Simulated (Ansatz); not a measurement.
**Ge (diamond type): how the settings move a single-point run**

Question: which choices in the input matter for Ge (diamond type)?

Method: reference: DFT, LDA, PAW with Ansatz's default frozen-core files, scalar-relativistic, in Ansatz 0.2.0.

2 further runs of the same task are left out: 2 that didn't finish.

## 1. The starting structure

Symmetry: Fd-3m, No. 227, cubic system. Conventional cell: a = 5.622 Å, b = 5.622 Å, c = 5.622 Å, α = 90.00°, β = 90.00°, γ = 90.00°. Around Ge (site symmetry -43m) lie 4 Ge at 2.43 Å.

Structure file:

```
Ge
1.0
    -2.81085    2.81085    0.00000
     0.00000    0.00000    5.62170
     2.81085    2.81085    0.00000
Ge
4
Direct
  0.50000 0.37500 0.25000
  0.00000 0.87500 0.75000
  0.00000 0.12500 0.25000
  0.50000 0.62500 0.75000
```

## 2. Reference

Input file input.yaml:

```yaml
crystal:
  lattice:
    - [-2.8108505728, 2.8108505728, 0.0]
    - [0.0, 0.0, 5.6217011455]
    - [2.8108505728, 2.8108505728, 0.0]
  atoms:
    - { symbol: Ge, position: [0.5, 0.375, 0.25] }
    - { symbol: Ge, position: [0.0, 0.875, 0.75] }
    - { symbol: Ge, position: [0.0, 0.125, 0.25] }
    - { symbol: Ge, position: [0.5, 0.625, 0.75] }
kpoints:
  mp_grid: { grid: [8, 6, 8] }
scf:
  occupations: { method: fermi_dirac, width: 0.02 }
hamiltonian:
  xc: lda
  pseudopotentials: { kind: paw }
output:
  forces: true
  stress: true
  eigenvalues: true
```

Run with:

```bash
$ ansatz run input.yaml --threads 2 --pin off --max-ram 4096MiB --backend cpu --events-out ev --progress --plain --runs-dir out
```

## 3. Changed: preconditioner ldos, dispersion d3bj

Edit input.yaml of step 2 so:

```diff
@@ -14,2 +14,3 @@
   occupations: { method: fermi_dirac, width: 0.02 }
+  mixing: { preconditioner: ldos }
 hamiltonian:
@@ -17,2 +18,3 @@
   pseudopotentials: { kind: paw }
+  dispersion: d3bj
 output:
@@ -21 +23,5 @@
   eigenvalues: true
+  write_density: true
+  write_potential: true
+  elf: true
+  volumetric_format: npy
```

Before running it: what results should come out? Wanted: for each run, ending; energy change; pressure; gap; force.

**Answer**, as computed:

| run | ending | energy change | pressure (GPa) | gap (eV) | force (eV/Å) | cycles | time |
| --- | --- | --- | --- | --- | --- | --- | --- |
| reference | converged | 0 | 0.0 | 0.00 | 0.00 | 6 | 2.7 s |
| 1: preconditioner ldos, dispersion d3bj | converged | -303.1 meV/atom (offset of the dispersion model) | -2.2 | 0.00 | 0.00 | 6 | 4 s |

Times don't compare one to one where runs were asked for different outputs or read a saved state (see the inputs); cycles may leave out searches for a lower state.

Residual by cycle in the longest SCF loop of each run; runs are numbered as in the table. The quantity is the density residual dr2, in eV.

| cycle | reference | run 1 |
| --- | --- | --- |
| 1 | 0.00874 | 0.00874 |
| 2 | 0.00271 | 5.6e-5 |
| 3 | 1.9e-4 | 3.3e-5 |
| 4 | 3.5e-5 | 1.2e-6 |
| 5 | 6.8e-6 | 7.2e-8 |
| 6 | 7.2e-9 | 2.3e-9 |

What this shows: The energy moves by -303.1 meV/atom, nearly all of it the dispersion term itself (-303.1 meV/atom); that offset belongs to the model and is no gain or loss of stability; the pressure goes from 0.0 to -2.2 GPa. The damping parameters are borrowed, as the log notes.
